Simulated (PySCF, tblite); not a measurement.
# C2H13NOSi3: geometry, infrared bands, NMR shifts, electronic excitations and core binding energies

Wanted: the infrared bands, NMR shifts, electronic excitations and core binding energies of C2H13NOSi3 (`CO[SiH2]N([SiH3])[SiH2]C`), by calculation.

Computed with tblite 0.8.0 and PySCF 2.14.0, with density-fitted response routines of our own, on a single molecule in the gas phase. Atoms count from 0, in the outputs and in this text.

## (1) The starting structure

20 atoms, charge 0, multiplicity 1; geometry from: force field or distance geometry start.

Bonds of the start (Å): C0–O1 1.38, O1–Si2 1.72, Si2–N3 1.77, N3–Si4 1.78, N3–Si5 1.78, Si5–C6 1.86, C0–H7 1.11, C0–H8 1.12, C0–H9 1.11, Si2–H10 1.47, Si2–H11 1.48, Si4–H12 1.48, Si4–H13 1.48, Si4–H14 1.46, Si5–H15 1.47, Si5–H16 1.46, C6–H17 1.10, C6–H18 1.11, C6–H19 1.12.

## (2) Relaxing the molecule with GFN2-xTB

The job: settings as JSON, then the geometry in Å.

```
{"job": {"kind": "relax", "xc": "GFN2-xTB", "basis": "xTB"}, "charge": 0, "multiplicity": 1}
C     -2.996700    -1.335500    -0.093600
O     -1.652400    -1.109500    -0.306600
Si    -1.334400     0.491300    -0.839400
N      0.412700     0.775500    -0.778600
Si     0.887900     2.104000     0.300900
Si     1.168500    -0.782900    -0.384500
C      2.946700    -0.649300     0.137800
H     -3.544500    -1.315400    -1.063000
H     -3.380500    -0.470500     0.505500
H     -3.221800    -2.277600     0.455300
H     -2.102700     1.495900    -0.096300
H     -1.738800     0.567300    -2.265500
H      0.157900     3.306300    -0.173800
H      2.324300     2.438600     0.209700
H      0.492000     1.920600     1.694700
H      1.142900    -1.656600    -1.564200
H      0.432400    -1.445700     0.687300
H      3.069600    -0.241100     1.149800
H      3.587000    -0.106200    -0.587100
H      3.344500    -1.698600     0.189100
```

Started as:

```bash
$ OMP_NUM_THREADS=1 python probes_run.py task.json out
```

This one command runs all jobs of the session in turn.

**Question.** This job is followed by: GFN2-xTB harmonic vibrations, gas phase; PBE0-D3(BJ)/def2-SVP geometry optimisation, gas phase; GIAO PBE0/pcSseg-1 NMR shielding, non-relativistic, gas phase; TDDFT PBE0/def2-SVPD, vertical, gas phase, core orbitals frozen in the response; GIAO B97-2/pcSseg-1 NMR shielding, non-relativistic, gas phase; delta-SCF UKS SCAN, pcX-2 on the ionised atom, pcseg-1 elsewhere, spin-free X2C. Predict these results of the whole session: strongest single infrared mode (GFN2-xTB); zero-point energy (GFN2-xTB); rotational constants (main isotopes); ¹³C shifts against TMS (PBE0/pcSseg-1); ¹H shifts against TMS (PBE0/pcSseg-1, means over atoms taken as alike); ¹⁷O shifts against H2O (PBE0/pcSseg-1); ²⁹Si shifts against TMS (PBE0/pcSseg-1); ¹⁵N shifts against NH3 (PBE0/pcSseg-1); lowest singlet (PBE0/def2-SVPD); brightest single state of those computed; lowest triplet; vertical ionisation energy (ΔSCF); Si1s binding energies, SCAN/pcX-2; Si2p binding energies, SCAN/pcX-2; C1s binding energies, SCAN/pcX-2; O1s binding energies, SCAN/pcX-2; N1s binding energies, SCAN/pcX-2; range of the shift of Si2.

As calculated:

```
                                                              quantity                                     value
                             strongest single infrared mode (GFN2-xTB)                     2220 cm⁻¹, 698 km/mol
                                          zero-point energy (GFN2-xTB)                             88.7 kcal/mol
                                  rotational constants (main isotopes)                      2.10, 0.93, 0.67 GHz
                                ¹³C shifts against TMS (PBE0/pcSseg-1)                            52.0, -5.0 ppm
¹H shifts against TMS (PBE0/pcSseg-1, means over atoms taken as alike)          5.02, 4.83, 4.52, 3.72, 0.46 ppm
                                ¹⁷O shifts against H2O (PBE0/pcSseg-1)                                  12.3 ppm
                               ²⁹Si shifts against TMS (PBE0/pcSseg-1)                   -21.9, -28.0, -62.5 ppm
                                ¹⁵N shifts against NH3 (PBE0/pcSseg-1)                                  -2.4 ppm
                                       lowest singlet (PBE0/def2-SVPD)               6.12 eV (203 nm), f = 0.000
                              brightest single state of those computed               state 3, 6.79 eV, f = 0.055
                                                        lowest triplet                                   5.85 eV
                                     vertical ionisation energy (ΔSCF)                                   9.00 eV
                                     Si1s binding energies, SCAN/pcX-2  Si2 1847.34, Si4 1846.89, Si5 1846.49 eV
                                     Si2p binding energies, SCAN/pcX-2     Si2 107.53, Si4 107.21, Si5 106.81 eV
                                      C1s binding energies, SCAN/pcX-2                   C0 292.49, C6 290.08 eV
                                      O1s binding energies, SCAN/pcX-2                              O1 538.01 eV
                                      N1s binding energies, SCAN/pcX-2                              N3 403.58 eV
                                             range of the shift of Si2                        -25.1 to -21.9 ppm
```

What this shows: The optimisation took 177 steps and gained 0.847 eV; among the close pairs (by a distance rule), O1–Si2 changed most, from 1.717 to 1.618 Å (GFN2-xTB). All 54 modes are real, so the xTB geometry is a minimum. The strongest single mode, at 2220 cm⁻¹, moves mainly H14. Unscaled tight-binding wavenumbers are off by several per cent, some by more. Its intensities can rank the bands wrongly. Relaxing lowered the energy by 0.317 eV in 5 steps; the close pair that moved most is Si4–H13, from 1.442 to 1.494 Å (PBE0/def2-SVP). No frequency check was run at this level, so the end point may be a saddle. The most deshielded carbon is C0 (methyl carbon bonded to O), at 52.0 ppm: pulled downfield by the heteroatom. At PBE0/pcSseg-1: Shielding is most anisotropic at Si4 (span 101 ppm, paramagnetic term -465 ppm). The first singlet state (HOMO→LUMO 0.94) lies at 6.12 eV and is dark; of the 10 states computed, the strongest absorption comes from state 3 at 6.79 eV. The lowest triplet lies 0.27 eV below the lowest singlet (triplets in Tamm-Dancoff, singlets in full TDDFT). ΔSCF puts the ionisation energy at 9.00 eV, 1.65 eV above −ε(HOMO). The Si1s levels kept as sound span 0.85 eV, from Si5 (silicon bonded to C, N, 2 H) up to Si2 (silicon bonded to N, O, 2 H). Si2 (silicon bonded to N, O, 2 H) binds its Si2p electron 0.73 eV more tightly than Si5 (silicon bonded to C, N, 2 H). C0 (methyl carbon bonded to O) binds its C1s electron 2.40 eV more tightly than C6 (methyl carbon bonded to Si). Across the 2 runs the shift of Si2 moves most, between -25.1 (B97-2/pcSseg-1) and -21.9 ppm (PBE0/pcSseg-1).
